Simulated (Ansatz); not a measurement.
# ClF₂GeH₃Si: how energies converge with the basis set

One table from this session's results is given with a row withheld; the runs are named, their logs left out.

Computed with Ansatz 0.2.0, Gaussian basis. Level: one geometry, several basis sets.

The runs, in order: PBE0-D4/def2-SVP; ωB97M-V/def2-SVP; PBE0-D4/def2-QZVPP; ωB97M-V/def2-QZVPP; the functionals' def2-TZVPP values are taken from earlier runs.

## The relaxed structure

All runs share one geometry, relaxed beforehand with PBE0-D4 in a triple-zeta def2 set.

SMILES `[F][Ge]([F])([SiH3])[Cl]`, 8 atoms, charge 0, spin multiplicity 1.

Atoms are counted from 1 here; the program's logs count them from 0.

Bond lengths: F1–Ge2 1.724 Å, Ge2–F3 1.724 Å, Ge2–Si4 2.383 Å, Ge2–Cl5 2.129 Å, Si4–H6 1.481 Å, Si4–H7 1.481 Å, Si4–H8 1.481 Å. Angles: F1–Ge2–F3 103.8°, F1–Ge2–Si4 112.3°, F1–Ge2–Cl5 106.2°, F3–Ge2–Si4 112.3°, F3–Ge2–Cl5 106.2°, Si4–Ge2–Cl5 115.2°, Ge2–Si4–H6 106.9°, Ge2–Si4–H7 107.6°, Ge2–Si4–H8 106.9°, H6–Si4–H7 111.8°, H6–Si4–H8 111.5°, H7–Si4–H8 111.8°.

Set-up of the first run:

Input file in.yaml:

```yaml
crystal:
  periodic: [false, false, false]
  atoms:
    - {symbol: F, position_ang: [1.561806, -0.565033, 1.692442]}
    - {symbol: Ge, position_ang: [1.073519, 0.071809, 0.166075]}
    - {symbol: F, position_ang: [2.014800, -0.818991, -0.971578]}
    - {symbol: Si, position_ang: [-1.266516, -0.174361, -0.208346]}
    - {symbol: Cl, position_ang: [1.796393, 2.073661, 0.098155]}
    - {symbol: H, position_ang: [-1.955962, 0.599621, 0.849136]}
    - {symbol: H, position_ang: [-1.584356, -1.618368, -0.127129]}
    - {symbol: H, position_ang: [-1.547683, 0.374562, -1.554556]}
basis:
  gaussian: {orbitals: def2-SVP}
hamiltonian: {xc: pbe0, dispersion: d4}
output: {orbitals: {seedname: orbitals}}
```

Started as:

```console
$ ansatz run in.yaml --threads 4 --pin off --events-out ev --progress --plain --max-ram 10444MiB
```

Steps of the session up to this table: PBE0-D4 in def2-SVP; ωB97M-V in def2-SVP; PBE0-D4 in def2-QZVPP; ωB97M-V in def2-QZVPP.

One table of the session follows, with a row left open; its other results are not shown here.

It belongs to the step «Functionals by basis». 

```
functional       basis  HOMO (eV)
   PBE0-D4    def2-SVP      -9.13
   PBE0-D4  def2-TZVPP      -9.21
   PBE0-D4  def2-QZVPP      -9.24
   ωB97M-V    def2-SVP     -11.17
   ωB97M-V  def2-TZVPP     -11.28
   ωB97M-V  def2-QZVPP          ?
```

Q: Estimate the row for ωB97M-V, def2-QZVPP from the others.

**Answer.** HOMO (eV): -11.33. In the column «HOMO (eV)» it is the lowest.
